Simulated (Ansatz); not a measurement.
# C₄H₇B, SMILES C=CBC=C: a single point from an input written key by key

Computed with the Python package of Ansatz (0.2.0).

Typed at the interpreter:
```pycon
>>> import ansatz
>>> deck = {
...     "crystal": {
...         "periodic": [False, False, False],
...         "atoms": [
...             {"symbol": "C", "position_ang": [-0.6281, 1.9126, 1.4693]},
...             {"symbol": "C", "position_ang": [-0.7851, 0.7222, 0.9555]},
...             {"symbol": "B", "position_ang": [0.2047, 0.1868, -0.1208]},
...             {"symbol": "C", "position_ang": [0.1605, -1.2577, -0.6798]},
...             {"symbol": "C", "position_ang": [0.9406, -1.7605, -1.5992]},
...             {"symbol": "H", "position_ang": [0.1181, 2.6456, 1.1447]},
...             {"symbol": "H", "position_ang": [-1.3688, 2.3075, 2.1961]},
...             {"symbol": "H", "position_ang": [-1.5493, 0.0964, 1.283]},
...             {"symbol": "H", "position_ang": [1.1261, 0.8934, -0.4385]},
...             {"symbol": "H", "position_ang": [-0.7281, -1.8894, -0.3003]},
...             {"symbol": "H", "position_ang": [1.7567, -1.1573, -1.9345]},
...             {"symbol": "H", "position_ang": [0.8297, -2.7548, -1.9415]},
...         ],
...     },
...     "basis": {"gaussian": {"orbitals": "cc-pVDZ"}},
...     "hamiltonian": {"xc": "b3lyp"},
... }
>>> session = ansatz.Session.from_dict(deck)
>>> data = session.plan(threads=1).execute().report
>>> for key in ("converged", "free_energy_ev", "reference_energy_ev", "n_frozen", "n_occupied", "n_virtual"):
...     print(f"{key:22s} {data[key]}")
...
converged              True
free_energy_ev         -4937.200553492657
reference_energy_ev    -4937.200553492657
n_frozen               0
n_occupied             [18, 18]
n_virtual              [87, 87]
>>> symbols = ["C", "C", "B", "C", "C", "H", "H", "H", "H", "H", "H", "H"]
```

Reading the output:
- Total energies depend on the basis set; only differences at equal settings carry meaning.
- The geometry is a force-field or estimated start, not a minimum of this method, and the basis set is short of its limit.
- b3lyp holds the VWN-RPA fit, as in Gaussian; the form of ORCA and Turbomole is b3lyp5.
- It ran for 3 s on 1 thread of Arm Neoverse V1 (shared host), peak memory 0.22 GiB.
